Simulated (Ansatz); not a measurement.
# BrGeH4N: rigid scan of one bond length, by script

A script is to give a rigid scan of one bond length; the system is BrGeH4N.

All numbers are computed with Ansatz 0.2.0 through its Python package. Level of theory: B3LYP/def2-SVP.

**1. The structure**

Bond lengths: N1–Ge2 1.810 Å, Ge2–Br3 2.315 Å, N1–H4 1.099 Å, N1–H5 1.049 Å, Ge2–H6 1.560 Å, Ge2–H7 1.571 Å. Angles: N1–Ge2–Br3 107.6°, N1–Ge2–H6 110.4°, N1–Ge2–H7 110.4°, Br3–Ge2–H6 110.4°, Br3–Ge2–H7 109.6°, H6–Ge2–H7 108.5°, Ge2–N1–H4 104.1°, Ge2–N1–H5 110.9°, H4–N1–H5 103.8°.

Input file brgeh4n.xyz:

```xyz
7

N    -1.11510    0.07610   -0.43710
Ge    0.48760   -0.00840    0.39890
Br    0.89300   -2.23030    0.90850
H    -1.21560    1.13440   -0.71570
H    -1.08320   -0.42390   -1.35850
H     0.46980    0.85270    1.69930
H     1.62470    0.53140   -0.54100
```

**2. Script**

File scan.py:

```python
"""Potential curve of BrGeH4N along one bond."""

import warnings

import ansatz as az
import matplotlib.pyplot as plt
import numpy as np

warnings.simplefilter("ignore", az.DeckWarning)

system = az.Crystal.molecule_from_extxyz("brgeh4n.xyz")

symbols = [site.symbol for site in system.cartesian_sites]
start = np.array([site.position_ang for site in system.cartesian_sites])
axis = (start[2] - start[1]) / np.linalg.norm(start[2] - start[1])
moving = [2]
lengths, energies = [1.97, 2.13, 2.32, 2.55, 2.89, 3.47, 4.17, 5.09], []
for length in lengths:
    xyz = start.copy()
    xyz[moving] += (length - np.linalg.norm(start[2] - start[1])) * axis
    point = az.Crystal.molecule()
    for symbol, place in zip(symbols, xyz):
        point = point.atom(symbol, place.tolist())
    model = (
        point.calculation()
        .basis(gaussian="def2-SVP")
        .functional("B3LYP")
        .spin("collinear")
    )
    report = model.run().report
    energies.append(report["free_energy_ev"])
    print(f"r = {length:6.3f} A  E = {energies[-1]:.5f} eV  <S^2> = {abs(report['mean_field']['state']['spin_squared']):.3f}")

print("energy above the lowest point (eV):", [round(e - min(energies), 3) for e in energies])
plt.figure(figsize=(4.5, 3))
plt.plot(lengths, np.array(energies) - min(energies), "o-")
plt.xlabel("bond length (A)")
plt.ylabel("E - E(min) (eV)")
plt.tight_layout()
plt.savefig("scan.png", dpi=100)
```

**3. The run**

Run with:

```
$ python scan.py
```

Q: Predict the main results. Wanted: range of energy; lowest point, distance.

**Answer**, as computed:

| quantity | value |
| --- | --- |
| runs compared | 8 |
| range of energy | 3.536 eV |
| lowest point, distance (Å) | 2.32 |

In words: The curve has its lowest point inside the range, at 2.32. The ends stand 1.42 and 3.54 eV above it. The distance scanned is the script's pair 1, 2. <S²> moves from 0.00 to 0.81: along the scan the mean field breaks spin symmetry. In CPU time, run 8 (distance 5.09) cost about 5.8 times as much as run 5 (distance 2.89). Notes:
- The rest of the molecule is held rigid at a force-field or estimated start geometry, and the basis set is modest; single-reference methods fail as a bond breaks.
- b3lyp holds the VWN-RPA fit, as in Gaussian; the form of ORCA and Turbomole is b3lyp5.
